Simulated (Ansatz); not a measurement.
# BH2OSe+: one structure at several levels

One table from this session's results is given with a row withheld; the runs are named, their logs left out.

Program: Ansatz 0.2.0, Gaussian basis. Level of theory: single points in def2-TZVPP. These are calculated values, not measurements.

Correlated methods freeze the cores. Filled d shells of the heavier atoms are correlated. B3LYP uses VWN-RPA correlation.

### The system as given

SMILES `[OH2+]B=[Se]`, 5 atoms, charge 1, spin multiplicity 1.

Atoms are counted from 1 here; the program's logs count them from 0.

Bond lengths: O1–B2 1.391 Å, O1–H4 1.069 Å, O1–H5 1.126 Å, B2–Se3 1.891 Å. Angles: B2–O1–H4 113.3°, B2–O1–H5 116.4°, H4–O1–H5 126.0°, O1–B2–Se3 174.5°.

As a file:

```xyz
5

O    -0.4531    0.4651   -0.3067
B     0.3413   -0.4827    0.3301
Se    1.4365   -1.6530    1.3333
H    -0.1182    1.4688   -0.1537
H    -1.0709    0.0986   -1.1736
```

Set-up of the first run:

run/in.yaml

```yaml
crystal:
  periodic: [false, false, false]
  atoms:
    - {symbol: O, position_ang: [-0.453100, 0.465100, -0.306700]}
    - {symbol: B, position_ang: [0.341300, -0.482700, 0.330100]}
    - {symbol: Se, position_ang: [1.436500, -1.653000, 1.333300]}
    - {symbol: H, position_ang: [-0.118200, 1.468800, -0.153700]}
    - {symbol: H, position_ang: [-1.070900, 0.098600, -1.173600]}
basis:
  gaussian: {orbitals: def2-TZVPP}
total_charge: 1
correlation: {method: ccsd_t}
output: {forces: true}
```

The command line of these runs was not kept.

Among the steps run: CCSD(T)/def2-TZVPP; PBE0-D4/def2-TZVPP; wB97M-V/def2-TZVPP; r2SCAN-D4/def2-TZVPP; PBE-D4/def2-TZVPP; BLYP-D4/def2-TZVPP; B3LYP-D4/def2-TZVPP.

One table of the session follows, with a row left open; its other results are not shown here.

| method | RMS force component (eV/Å) | angle to CCSD(T) forces (°) |
| --- | --- | --- |
| CCSD(T) | 2.484 | reference |
| PBE0-D4 | 2.474 | 4.7 |
| wB97M-V | 2.558 | 4.8 |
| r2SCAN-D4 | 2.412 | 4.4 |
| PBE-D4 | 2.264 | 3.7 |
| BLYP-D4 | ? | ? |
| B3LYP-D4 | 2.379 | 4.2 |

Q: Estimate the row for BLYP-D4 from the others.

As computed: RMS force component (eV/Å): 2.194; angle to CCSD(T) forces (°): 3.5. In the column «RMS force component (eV/Å)» it is the lowest.
